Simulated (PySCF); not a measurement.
# CH4BrGeN: the cost of one run

The runs use PySCF 2.14.0, with density-fitted response routines of our own; the level of theory stands in each step. All values are computed, except where a source is named. Atoms count from 0, in the outputs and in this text.

## (1) The molecule as given

8 atoms, charge 0, multiplicity 1; geometry from: GFN2-xTB. The atoms were then displaced at random by about 0.01 Å, so the start is not that level's minimum.

Bonds of the start (Å): C0–N1 1.27, N1–Ge2 1.84, Ge2–Br3 2.30, C0–H4 1.12, C0–H5 1.05, Ge2–H6 1.49, Ge2–H7 1.48.

## (2) Relaxing the molecule at PBE0-D3(BJ)/def2-SVP

Job settings and geometry (Å):

```
{"job": {"xc": "PBE0", "basis": "def2-SVP", "d3": "d3bj", "grid": 1, "shake": 0.01, "kind": "geom"}, "charge": 0, "multiplicity": 1}
C      1.535960    -0.171780     0.456380
N      0.400110    -0.731010     0.432360
Ge    -1.209480    -0.133480    -0.226420
Br    -0.974890     1.976510    -1.100400
H      1.700730     0.852570     0.046490
H      2.367250    -0.652250     0.884480
H     -1.612550    -1.072910    -1.306220
H     -2.151990    -0.086800     0.916350
```

Started as:

```
OMP_NUM_THREADS=1 python probes_run.py task.json out
```

This one command runs all jobs of the session in turn.

**Question.** How long does this first job take on 1 thread of Arm Neoverse V1, shared host, and how much memory does it need?

About 38 s, with a peak of 0.45 GiB.
